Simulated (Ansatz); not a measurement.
# ZnS (4H polytype type): maximally localised Wannier functions

Where do the localised orbitals of ZnS (4H polytype type) sit, how far are they spread, and how do the settings change that? Plan: PBE, anion s p, 6×6×2; PBE, anion s p, 12×12×2; PBE, anion p, 6×6×2; PBE, metal d and anion p, 6×6×2; PBE, metal d and anion p, disentangled, 6×6×2; PBE, metal d, 6×6×2; r2SCAN, anion s p, 6×6×2 (level, trial orbitals, Wannier mesh).

Computed with Ansatz 0.2.0 (plane waves, PAW, unless a step's input says otherwise).

2 further runs of the same task are left out: 2 that didn't finish.

### 1 The starting structure

It takes space group P6_3mc (No. 186, hexagonal). Conventional cell: a = 3.808 Å, b = 3.808 Å, c = 12.466 Å, α = 90.00°, β = 90.00°, γ = 120.00°. Around Zn (site symmetry 3m) lie 4 S at 2.33 Å. Zn (site symmetry 3m) is surrounded by 4 S at 2.33 to 2.34 Å. S (site symmetry 3m) is surrounded by 4 Zn at 2.33 Å. Around S (site symmetry 3m) lie 4 Zn at 2.33 to 2.34 Å.

Coordinates:

```xyz
8
Lattice="3.8076 0.0000 0.0000 -1.9038 3.2975 0.0000 0.0000 0.0000 12.4658" Properties=species:S:1:pos:R:3 pbc="T T T"
Zn    0.0000    0.0000    0.0013
Zn    0.0000    2.1983    3.1173
Zn    0.0000    0.0000    6.2342
Zn    1.9038    1.0992    9.3502
S     0.0000    0.0000    2.3341
S     0.0000    2.1983    5.4549
S     0.0000    0.0000    8.5670
S     1.9038    1.0992   11.6878
```

The cell was relaxed beforehand with r2SCAN; those runs aren't shown.

### 2 PBE, anion s p, 6×6×2

Contents of input.yaml:

```yaml
crystal:
  lattice:
    - [3.80761127, 0.0, 0.0]
    - [-1.903805635, 3.2974880875, 0.0]
    - [0.0, 0.0, 12.4658238502]
  atoms:
    - { symbol: Zn, position: [0.0, 0.0, 0.0001052048] }
    - { symbol: Zn, position: [0.3333333333, 0.6666666667, 0.2500673663] }
    - { symbol: Zn, position: [0.0, 0.0, 0.5001052048] }
    - { symbol: Zn, position: [0.6666666667, 0.3333333333, 0.7500673663] }
    - { symbol: S, position: [0.0, 0.0, 0.1872390992] }
    - { symbol: S, position: [0.3333333333, 0.6666666667, 0.4375883297] }
    - { symbol: S, position: [0.0, 0.0, 0.6872390992] }
    - { symbol: S, position: [0.6666666667, 0.3333333333, 0.9375883297] }
kpoints:
  mp_grid: { grid: [6, 6, 2] }
  band_path:
    path:
      - [[0.0, 0.0, 0.0], [0.5, -4.54250467229e-19, 0.0], [0.3333333333333, 0.3333333333333, 0.0], [0.0, 0.0, 0.0], [0.0, 0.0, 0.5], [0.5, -4.54250467229e-19, 0.5], [0.3333333333333, 0.3333333333333, 0.5], [0.0, 0.0, 0.5]]
      - [[0.5, -4.54250467229e-19, 0.5], [0.5, -4.54250467229e-19, 0.0]]
      - [[0.3333333333333, 0.3333333333333, 0.5], [0.3333333333333, 0.3333333333333, 0.0]]
    npoints: 10
hamiltonian:
  xc: pbe
scf:
  occupations: { method: fixed }
  n_extra_bands: 6
output:
  forces: false
  stress: false
  eigenvalues: true
  wannier:
    kmesh: [6, 6, 2]
    projections: [{ species: S, l: s, shell: 3 }, { species: S, l: p, shell: 3 }]
    minimise: true
    write_hr: true
    conv_tol: 1.0e-08
    max_iter: 3000
```

Run with:

```bash
ansatz run input.yaml --threads 4 --pin off --max-ram 5529MiB --backend cpu --events-out ev --progress --plain --runs-dir out
```

The runs that follow: PBE, anion s p, 12×12×2; PBE, anion p, 6×6×2; PBE, metal d and anion p, 6×6×2; PBE, metal d and anion p, disentangled, 6×6×2; PBE, metal d, 6×6×2; r2SCAN, anion s p, 6×6×2.

Q: Predict the results of all the runs planned. Wanted: total spread, PBE, anion s p, 6×6×2; total spread, PBE, anion s p, 12×12×2; total spread, PBE, anion p, 6×6×2; total spread, PBE, metal d and anion p, 6×6×2; total spread, PBE, metal d and anion p, disentangled, 6×6×2; total spread, PBE, metal d, 6×6×2; total spread, r2SCAN, anion s p, 6×6×2; centres of the first set.

**Answer**, as computed:

| quantity | value |
| --- | --- |
| total spread, PBE, anion s p, 6×6×2 | 35.70 Å² over 16 functions |
| total spread, PBE, anion s p, 12×12×2 | 40.69 Å² over 16 functions |
| total spread, PBE, anion p, 6×6×2 | 36.10 Å² over 12 functions |
| total spread, PBE, metal d and anion p, 6×6×2 | 31.85 Å² over 32 functions |
| total spread, PBE, metal d and anion p, disentangled, 6×6×2 | 35.19 Å² over 32 functions |
| total spread, PBE, metal d, 6×6×2 | 19.39 Å² over 20 functions |
| total spread, r2SCAN, anion s p, 6×6×2 | 34.98 Å² over 16 functions |
| centres of the first set | 0.64 to 0.65 Å from the nearest atom |

With PBE, anion s p, 6×6×2 the 16 functions move off the atoms, with a mean spread of 2.23 Å²; 96 % of the total is gauge invariant. The total spread goes from 35.70 Å² on 6×6×2 to 40.69 Å² on 12×12×2: finite differences in k understate it on coarse meshes, while the largest miss of a band goes from 0.09 to 0.08 eV. On one set and mesh the functional gives 35.70 (PBE), 34.98 (r2SCAN) Å². The disentangled models miss some band by up to 1.5 eV, which may lie outside their frozen windows. The compound is known to have a gap; a metallic result here is the functional's error, not the solid's nature.

The gaps are Kohn-Sham values of a semilocal functional, not quasiparticle or optical gaps. Such gaps usually fall short of the measured ones.
